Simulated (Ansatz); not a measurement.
I need a table of relaxed lattice constants and trends of a series on the CsCl structure: ZnCu, ZnAg, ZnAu. Use Ansatz 0.2.0, Python API. Level of theory (first run): r2SCAN, PAW, cutoff 550 eV, 13×13×13 k-points, Fermi-Dirac smearing of 0.1 eV.

`zncu.py`
```python
import ansatz as az
import numpy as np

ECUT = 550
KSPACING = 0.16
SMEARING = "fermi_dirac"
SMEARING_WIDTH = 0.1


def cscl(first, second, a):
    return (
        az.Lattice.cubic(a)
        .space_group(221)
        .atom(first, (0, 0, 0))
        .atom(second, (0.5, 0.5, 0.5))
    )


def solve(name, crystal, relax=True):
    calc = (
        crystal.calculation()
        .functional(az.Functional.R2SCAN)
        .basis(ECUT)
        .kpoints(spacing=KSPACING)
        .occupations(SMEARING, width=SMEARING_WIDTH)
        .stress()
        .band_table()
    )
    if relax:
        calc = calc.relax(force_tolerance=0.02, max_steps=40, cell=True)
    return calc.run(threads=1)

def bulk_modulus(name, outcome, step=0.01):
    # B = -V dP/dV from the pressures of two uniformly scaled cells, atoms held at their fractions
    pressure = []
    for factor in (1 - step, 1.0, 1 + step):
        cell = az.Crystal(lattice=az.Lattice.of(outcome.lattice.cell_ang * factor ** (1 / 3)))
        for site in outcome.report["lattice"]["sites"]:
            cell = cell.atom(site["symbol"], site["position_frac"])
        pressure.append(np.trace(solve(name, cell, relax=False).report["stress_gpa"]) / 3)
    slope, bend = (pressure[0] - pressure[2]) / (2 * step), abs(pressure[0] + pressure[2] - 2 * pressure[1])
    # a jump of mesh or basis between the cells shows as a kink: no modulus then
    return float(slope) if bend < 12 * step**2 * abs(slope) + 0.15 and abs(pressure[1]) < 1.5 else float("nan")


def volume_per_atom(outcome):
    return abs(np.linalg.det(outcome.lattice.cell_ang)) / len(outcome.lattice.sites)


def main() -> None:
    phases = {}
    phases["ZnCu"] = cscl("Zn", "Cu", 3.1)
    phases["ZnAg"] = cscl("Zn", "Ag", 3.26)
    phases["ZnAu"] = cscl("Zn", "Au", 3.15)

    done = {name: solve(name, crystal) for name, crystal in phases.items()}

    rows = [(name, float(np.linalg.norm(o.lattice.cell_ang[0])), volume_per_atom(o), bulk_modulus(name, o)) for name, o in done.items()]
    print("  compound       a (A)  V (A^3/atom)     B (GPa)")
    for row in rows:
        print(f"{str(row[0]):>10}  {row[1]:10.3f}  {row[2]:12.3f}  {row[3]:10.0f}")


if __name__ == "__main__":
    main()
```

```console
$ python zncu.py
  compound       a (A)  V (A^3/atom)     B (GPa)
      ZnCu       2.919        12.440         134
      ZnAg       3.141        15.496         108
      ZnAu       3.149        15.610         135
```

From smallest to largest: ZnCu (12.44 Å³), ZnAg (15.50 Å³) and ZnAu (15.61 Å³). The largest is 25 % above the smallest.

Caveats:
- The bulk modulus is taken at fixed shape and positions, an upper value where these are free.
- Pressure is positive in compression.
- Spin-orbit coupling, which matters for elements this heavy, is left out.
- The cells are built on a prototype by substitution; a member may or may not take this structure in nature.
- It ran for 3 min on 1 thread of Arm Neoverse V2 (shared host), peak memory 0.59 GiB.
